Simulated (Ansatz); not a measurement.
# AlGaCl (doublet): from Hartree-Fock to the top rungs, cc-pVTZ

The task here is to estimate one member of a computed series from the others.

Method: cc-pVTZ, core rule «outside noble gas», up to 24 orbitals frozen; program: Ansatz 0.2.0, Gaussian basis.

The runs, in order: UHF; CCSD(T) on ROHF; CCSD(T) on UHF; BCCD(T) on ROHF; CCSDT(Q) on ROHF; CCSDT(Q) on UHF.

10 further runs of the same task are left out: 5 for a known fault of the program, 5 set aside as unsound or not needed.

## The geometry

The geometry is a PBE0/def2-TZVP stationary point (not a proven minimum) of the parent state, kept for this charge and spin. No spin-orbit coupling is included. The filled d shell of Ga may be among the frozen orbitals whatever the setting's name suggests; the logs give the count.

3 atoms, charge 0, spin multiplicity 2.

Atoms are counted from 1 here; the program's logs count them from 0.

Bond lengths: Cl1–Al2 2.091 Å, Al2–Ga3 2.316 Å. Angles: Cl1–Al2–Ga3 180.0°.

The first run:

Input file in.yaml:

```yaml
crystal:
  periodic: [false, false, false]
  atoms:
    - {symbol: Cl, position_ang: [0.000000, 0.000000, -2.166000]}
    - {symbol: Al, position_ang: [0.000000, 0.000000, -0.075200]}
    - {symbol: Ga, position_ang: [0.000000, 0.000000, 2.241200]}
basis:
  gaussian: {orbitals: cc-pVTZ}
magnetization: {spin_polarized: true, initial_magnetization: 1}
hamiltonian: {xc: hf}
output: {orbitals: {seedname: orbitals}}
```

Launch:

```bash
$ ansatz run in.yaml --threads 1 --pin off --events-out ev --progress --plain --max-ram 4096MiB --backend cpu
```

Steps of the session up to this table: UHF; CCSD(T) on ROHF; CCSD(T) on UHF; BCCD(T) on ROHF; CCSDT(Q) on ROHF; CCSDT(Q) on UHF.

One of the session's tables, all rows but one given; the rest of the session is left out.

```
   method  from UCCSDT(Q) (meV)
     ROHF               +9434.3
      UHF               +9265.6
     RMP2                     ?
     UMP2               +1633.6
    RCCSD                +472.8
    UCCSD                +494.4
 RCCSD(T)                 +60.2
 UCCSD(T)                 +76.7
  BCCD(T)                 +58.9
   RCCSDT                 +19.8
   UCCSDT                 +26.2
RCCSDT(Q)                  -2.7
UCCSDT(Q)                     0
```

Estimate the missing values for RMP2.

As computed: from UCCSDT(Q) (meV): +1432.8. In the column «from UCCSDT(Q) (meV)» it lies between UCCSD (+494.4) and UMP2 (+1633.6).

Caveats from the session: Restricted and unrestricted rows rest on different reference determinants; where their highest levels disagree by more than a few hundredths of an eV, they describe different states and don't form one ladder.
